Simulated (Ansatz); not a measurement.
# GeH₂: basis-set convergence

The task here is to estimate one member of a computed series from the others.

Computed with Ansatz 0.2.0, Gaussian basis. Level: one geometry, several basis sets.

Plan: PBE0-D4/def2-SVP; ωB97M-V/def2-SVP; PBE0-D4/def2-QZVPP; ωB97M-V/def2-QZVPP; the functionals' def2-TZVPP values are taken from earlier runs.

### The geometry

An earlier PBE0-D4 in a triple-zeta def2 set relaxation fixed the geometry.

3 atoms, charge 0, spin multiplicity 1.

Atoms are counted from 1 here; the program's logs count them from 0.

Bond lengths: Ge1–H2 1.594 Å, Ge1–H3 1.594 Å. Angles: H2–Ge1–H3 90.6°.

Set-up of the first run:

in.yaml reads:

```yaml
crystal:
  periodic: [false, false, false]
  atoms:
    - {symbol: Ge, position_ang: [-0.570072, 0.405149, -0.263665]}
    - {symbol: H, position_ang: [0.783021, 0.743579, 0.508979]}
    - {symbol: H, position_ang: [-0.212949, -1.148718, -0.245324]}
basis:
  gaussian: {orbitals: def2-SVP}
hamiltonian: {xc: pbe0, dispersion: d4}
output: {orbitals: {seedname: orbitals}}
```

Among the steps run: PBE0-D4 in def2-SVP; ωB97M-V in def2-SVP; PBE0-D4 in def2-QZVPP; ωB97M-V in def2-QZVPP.

One of the session's tables, all rows but one given; the rest of the session is left out.

It belongs to the step «Density functionals: the series». 

| functional | basis | HOMO (eV) | LUMO (eV) |
| --- | --- | --- | --- |
| PBE0-D4 | def2-SVP | ? | ? |
| PBE0-D4 | def2-TZVPP | -6.89 | -3.03 |
| PBE0-D4 | def2-QZVPP | -6.93 | -3.08 |
| ωB97M-V | def2-SVP | -8.95 | -0.96 |
| ωB97M-V | def2-TZVPP | -9.02 | -1.00 |
| ωB97M-V | def2-QZVPP | -9.05 | -1.12 |

**Question.** Estimate the row for PBE0-D4, def2-SVP.

The run gave: HOMO (eV): -6.86; LUMO (eV): -3.02. In the column «HOMO (eV)» it is the highest.
